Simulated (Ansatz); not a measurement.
**CH10B2Si2: one species, many methods**

The task here is to estimate one member of a computed series from the others.

Computed with Ansatz 0.2.0, Gaussian basis. Level: functionals in def2-TZVPP, the program's frozen cores in correlated methods.

Levels to be run: PBE-D4, r2SCAN-D4, PBE0-D4, B3LYP-D4, ωB97X-V, ωB97M-V, B2PLYP; CCSD(T)/def2-TZVPP; MP2/def2-QZVPP; extrapolation to the limit.

## The relaxed structure

The geometry comes from an earlier relaxation with PBE0-D4 in a triple-zeta def2 set; it is a stationary point, not always the lowest conformer.

SMILES `B[SiH](C)B[SiH3]`, 15 atoms, charge 0, spin multiplicity 1.

Atoms are counted from 1 here; the program's logs count them from 0.

Bond lengths: B1–Si2 2.007 Å, B1–H6 1.195 Å, B1–H7 1.197 Å, Si2–C3 1.881 Å, Si2–B4 2.005 Å, Si2–H8 1.496 Å, C3–H9 1.092 Å, C3–H10 1.092 Å, C3–H11 1.092 Å, B4–Si5 2.004 Å, B4–H12 1.198 Å, Si5–H13 1.489 Å, Si5–H14 1.489 Å, Si5–H15 1.498 Å. Angles: Si2–B1–H6 120.6°, Si2–B1–H7 121.5°, H6–B1–H7 117.8°, B1–Si2–C3 114.8°, B1–Si2–B4 97.9°, B1–Si2–H8 109.4°, C3–Si2–B4 114.8°, C3–Si2–H8 110.6°, B4–Si2–H8 108.6°, Si2–C3–H9 110.3°, Si2–C3–H10 111.2°, Si2–C3–H11 111.1°, H9–C3–H10 108.0°, H9–C3–H11 108.1°, H10–C3–H11 108.0°, Si2–B4–Si5 123.1°, Si2–B4–H12 117.8°, Si5–B4–H12 118.7° and more.

Geometry (Å):

```
B    -1.56902    0.76866    1.54476
Si   -0.19488   -0.59606    1.01892
C     1.58874   -0.05291    1.26446
B    -0.74903   -0.82116   -0.89517
Si    0.15884    0.11746   -2.41487
H    -2.69150    0.43867    1.79016
H    -1.31449    1.93827    1.55808
H    -0.46109   -1.87554    1.74690
H     1.77275    0.89114    0.74634
H     2.28574   -0.79567    0.87023
H     1.81354    0.09274    2.32321
H    -1.75097   -1.43843   -1.11685
H     1.61149    0.35968   -2.19324
H    -0.01134   -0.53362   -3.74308
H    -0.51049    1.45607   -2.47077
```

The first run:

Contents of in.yaml:

```yaml
crystal:
  periodic: [false, false, false]
  atoms:
    - {symbol: B, position_ang: [-1.569018, 0.768656, 1.544756]}
    - {symbol: Si, position_ang: [-0.194881, -0.596065, 1.018921]}
    - {symbol: C, position_ang: [1.588743, -0.052914, 1.264465]}
    - {symbol: B, position_ang: [-0.749027, -0.821159, -0.895167]}
    - {symbol: Si, position_ang: [0.158845, 0.117461, -2.414873]}
    - {symbol: H, position_ang: [-2.691501, 0.438665, 1.790161]}
    - {symbol: H, position_ang: [-1.314492, 1.938275, 1.558085]}
    - {symbol: H, position_ang: [-0.461089, -1.875536, 1.746897]}
    - {symbol: H, position_ang: [1.772753, 0.891140, 0.746343]}
    - {symbol: H, position_ang: [2.285738, -0.795669, 0.870234]}
    - {symbol: H, position_ang: [1.813538, 0.092740, 2.323211]}
    - {symbol: H, position_ang: [-1.750972, -1.438427, -1.116854]}
    - {symbol: H, position_ang: [1.611492, 0.359680, -2.193235]}
    - {symbol: H, position_ang: [-0.011340, -0.533616, -3.743075]}
    - {symbol: H, position_ang: [-0.510489, 1.456073, -2.470771]}
basis:
  gaussian: {orbitals: def2-TZVPP}
hamiltonian: {xc: pbe, dispersion: d4}
output: {forces: true, orbitals: {seedname: orbitals}}
```

The run is started by

```
$ ansatz run in.yaml --threads 4 --pin off --events-out ev --progress --plain --max-ram 10444MiB
```

Among the steps run: PBE-D4 (GGA); r2SCAN-D4 (meta-GGA); PBE0-D4 (hybrid); B3LYP-D4 (hybrid); ωB97X-V (range-separated); ωB97M-V (range-separated); B2PLYP (double hybrid); CCSD(T) in def2-TZVPP; MP2 in def2-QZVPP.

One of the session's tables, all rows but one given; the rest of the session is left out.

```
            method  atomisation energy (kJ/mol)
            PBE-D4                       4901.0
         r2SCAN-D4                       4914.3
           PBE0-D4                       4883.9
          B3LYP-D4                       4903.5
           ωB97X-V                       4916.2
           ωB97M-V                       4894.5
            B2PLYP                       4829.2
     HF/def2-TZVPP                       3806.1
    MP2/def2-TZVPP                       4757.7
   CCSD/def2-TZVPP                       4721.9
CCSD(T)/def2-TZVPP                            ?
           MP2/CBS                       4860.5
       CCSD(T)/CBS                       4868.7
```

Estimate the missing values for CCSD(T)/def2-TZVPP.

As computed: atomisation energy (kJ/mol): 4765.9. In the column «atomisation energy (kJ/mol)» it lies between MP2/def2-TZVPP (4757.7) and B2PLYP (4829.2).

Among the levels timed on like hardware and quicker than the yardstick, those that no quicker one beats, quickest first: PBE-D4 (2.6 s, +32.3 kJ/mol); PBE0-D4 (3.1 s, +15.2 kJ/mol).

B2PLYP carry no dispersion term (for B3LYP, D4 adds 52.4 kJ/mol).
